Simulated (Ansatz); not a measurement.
# HC18N: the cost of one run

Program: Ansatz 0.2.0. Level of theory: DFT PBE, plane waves, PAW, scalar-relativistic, no spin polarisation. These are calculated values, not measurements.

**1. The starting structure**

The cell holds 20 atoms (C18HN): a = 7.398 Å, b = 7.398 Å, c = 12.000 Å, α = 90.00°, β = 90.00°, γ = 120.00°.

The coordinates stand in the first input below.

**2. Relaxing end A**

File input.yaml:

```yaml
crystal:
  lattice:
    - [7.398, 0.0, 0.0]
    - [-3.699, 6.406856, 0.0]
    - [0.0, 0.0, 12.0]
  atoms:
    - { symbol: C, position: [0.0, 0.0, 0.0833333] }
    - { symbol: C, position: [0.2222222, 0.1111111, 0.0833333] }
    - { symbol: C, position: [0.0, 0.3333333, 0.0833333] }
    - { symbol: C, position: [0.2222222, 0.4444444, 0.0833333] }
    - { symbol: C, position: [0.0, 0.6666667, 0.0833333] }
    - { symbol: C, position: [0.2222222, 0.7777778, 0.0833333] }
    - { symbol: C, position: [0.3333333, 0.0, 0.0833333] }
    - { symbol: C, position: [0.5555556, 0.1111111, 0.0833333] }
    - { symbol: C, position: [0.3333333, 0.3333333, 0.0833333] }
    - { symbol: C, position: [0.5555556, 0.4444444, 0.0833333] }
    - { symbol: C, position: [0.3333333, 0.6666667, 0.0833333] }
    - { symbol: C, position: [0.5555556, 0.7777778, 0.0833333] }
    - { symbol: C, position: [0.6666667, 0.0, 0.0833333] }
    - { symbol: C, position: [0.8888889, 0.1111111, 0.0833333] }
    - { symbol: C, position: [0.6666667, 0.3333333, 0.0833333] }
    - { symbol: C, position: [0.8888889, 0.4444444, 0.0833333] }
    - { symbol: C, position: [0.6666667, 0.6666667, 0.0833333] }
    - { symbol: C, position: [0.8888889, 0.7777778, 0.0833333] }
    - { symbol: "N", position: [0.0047651, -0.0066854, 0.2075] }
    - { symbol: H, position: [0.0182104, 0.0069024, 0.2933333] }
basis:
  ecutwfc: 420.0
kpoints:
  mp_grid: { grid: [2, 2, 1] }
hamiltonian:
  xc: pbe
scf:
  occupations: { method: gaussian, width: 0.05 }
  lower_state_search: "off"
relax:
  f_tol: 0.03
  max_steps: 60
  adjacent_minimum: "off"
```

Run with:

```console
ansatz run input.yaml --threads 1 --pin off --max-ram 3072MiB --backend cpu --events-out ev --progress --plain --runs-dir out
```

Q: Estimate wall time and peak memory on 1 thread of Intel Xeon Platinum 8488C (Sapphire Rapids), shared host.

About 54 s, with a peak of 0.71 GiB.
